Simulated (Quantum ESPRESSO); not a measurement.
Ta4NiO11, 16 atoms in the cell. The structure is cubic, space group F-43m (No. 216). The conventional cell has a = 9.734 Å, b = 9.734 Å, c = 9.734 Å, α = 90.00°, β = 90.00°, γ = 90.00°. Ta (site symmetry 3m) is surrounded by 6 O at 1.91 to 2.11 Å. Around Ni (site symmetry -43m) lie 10 O at 2.64 to 2.92 Å. O (site symmetry -43m) has 12 O at 3.48 Å as nearest neighbours. O (site symmetry 3m) is surrounded by 3 Ta at 2.11 Å. O (site symmetry 2mm) has 2 Ta at 1.91 Å as nearest neighbours. The cell was built by a generator and needn't be a form met in nature.

- Program: Quantum ESPRESSO 7.5
- Task: band structure
- Functional: PBEsol
- Potentials or basis: SG15 PBE 1.2
- Cutoff: 1197 eV
- Density cutoff: 4789 eV
- k mesh: 4 × 4 × 4
- Occupations: fermi-dirac, width 0.05 eV
- Spin: collinear spin, ferromagnetic start
- Starting moments: [0.0, 0.0, 0.0, 0.0, 1.0, 0.0, 0.0, 0.0, 0.0, 0.0, 0.0, 0.0, 0.0, 0.0, 0.0, 0.0] μB
- Mixing beta: 0.3
- Most SCF iterations: 120
- SCF threshold: 3.2e-09 Ry

Potentials or basis: SG15 PBE 1.2.

Run with:

```console
$ OMP_NUM_THREADS=1 mpirun -n 8 pw.x -nk 2 -in pw.in > pw.out
$ OMP_NUM_THREADS=1 mpirun -n 8 pw.x -nk 8 -in bands.in > bands.out
```

Hardware: 8 MPI ranks on Intel(R) Xeon(R) 6975P-C (Granite Rapids), with other jobs on the host.

**Question.** How long does it take, and how much memory?

**Answer.** Run time: 24 min on 8 MPI ranks on Intel(R) Xeon(R) 6975P-C (Granite Rapids), on a shared host, peak memory 7.8 GiB a rank. Counts: scf iterations 51, k pools 2, bands 123, k points 13, g dense 173463.
